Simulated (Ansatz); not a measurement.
**Cl₂FHNNb: a ladder of functionals and wavefunction methods**

One table from this session's results is given with a row withheld; the runs are named, their logs left out.

Program: Ansatz 0.2.0, Gaussian basis. Level of theory: functionals in def2-TZVPP, the program's frozen cores in correlated methods. These are calculated values, not measurements.

The runs, in order: LDA (SPW92), PBE-D4, revPBE-D4, BLYP-D4, r2SCAN-D4, B97M-V, PBE0-D4, B3LYP-D4, r2SCANh-D4, r2SCAN0-D4, HSE06-D4, BHLYP-D4, CAM-B3LYP-D4, LC-ωPBE, ωB97X-V, ωB97M-V, B2PLYP, PBE-QIDH; CCSD(T)/def2-SVP; CCSD(T)/def2-TZVPP; MP2/def2-QZVPP; extrapolation to the limit; RPA on PBE.

**The relaxed structure**

The geometry comes from an earlier relaxation with PBE0-D4 in a triple-zeta def2 set; it is a stationary point. Nb takes the def2 core potential; no spin-orbit term is included.

SMILES `[NH]=[Nb]([F])([Cl])[Cl]`, 6 atoms, charge 0, spin multiplicity 1.

Atoms are counted from 1 here; the program's logs count them from 0.

Bond lengths: N1–Nb2 1.725 Å, N1–H6 1.010 Å, Nb2–F3 1.858 Å, Nb2–Cl4 2.287 Å, Nb2–Cl5 2.287 Å. Angles: Nb2–N1–H6 179.6°, N1–Nb2–F3 107.4°, N1–Nb2–Cl4 107.1°, N1–Nb2–Cl5 107.2°, F3–Nb2–Cl4 111.6°, F3–Nb2–Cl5 111.6°, Cl4–Nb2–Cl5 111.6°.

The first run:

in.yaml reads:

```yaml
crystal:
  periodic: [false, false, false]
  atoms:
    - {symbol: N, position_ang: [-0.523816, 0.526399, 1.051886]}
    - {symbol: Nb, position_ang: [0.238969, -0.227384, -0.299450]}
    - {symbol: F, position_ang: [1.626691, -1.274217, 0.357412]}
    - {symbol: Cl, position_ang: [-1.348091, -1.495880, -1.348453]}
    - {symbol: Cl, position_ang: [1.013811, 1.443019, -1.655011]}
    - {symbol: H, position_ang: [-0.965463, 0.963962, 1.847517]}
basis:
  gaussian: {orbitals: def2-TZVPP}
hamiltonian: {xc: lda}
output: {orbitals: {seedname: orbitals}}
```

On the command line:

```console
$ ansatz run in.yaml --threads 4 --pin off --events-out ev --progress --plain --max-ram 10444MiB
```

Among the steps run: LDA; PBE-D4 (GGA); revPBE-D4 (GGA); BLYP-D4 (GGA); r2SCAN-D4 (meta-GGA); B97M-V (meta-GGA); B3LYP-D4 (hybrid); r2SCANh-D4 (hybrid); r2SCAN0-D4 (hybrid); HSE06-D4 (hybrid); BHLYP-D4 (hybrid); CAM-B3LYP-D4 (range-separated); LC-ωPBE (range-separated); ωB97X-V (range-separated); ωB97M-V (range-separated); B2PLYP (double hybrid); PBE-QIDH (double hybrid).

One table of the session follows, with a row left open; its other results are not shown here.

It belongs to the step «Frontier levels by functional». 

```
  functional  HOMO (eV)  LUMO (eV)  gap (eV)
 LDA (SPW92)      -7.59      -3.54      4.05
      PBE-D4      -7.40      -3.30      4.10
   revPBE-D4      -7.33      -3.21      4.12
     BLYP-D4      -7.23      -3.19      4.05
   r2SCAN-D4      -7.72      -3.25      4.48
      B97M-V      -7.75      -3.20      4.55
     PBE0-D4      -8.76      -2.56      6.21
    B3LYP-D4      -8.49      -2.76      5.73
  r2SCANh-D4      -8.23      -2.96      5.27
  r2SCAN0-D4      -8.98      -2.51      6.47
    HSE06-D4      -8.36      -2.93      5.43
    BHLYP-D4      -9.96      -1.64      8.32
CAM-B3LYP-D4     -10.10      -1.49      8.62
     LC-ωPBE     -11.50      -0.36     11.14
     ωB97X-V          ?          ?         ?
     ωB97M-V     -10.98      -0.46     10.52
```

Estimate the missing values for ωB97X-V.

As computed: HOMO (eV): -11.11; LUMO (eV): -0.42; gap (eV): 10.69. In the column «HOMO (eV)» it lies between LC-ωPBE (-11.50) and ωB97M-V (-10.98).
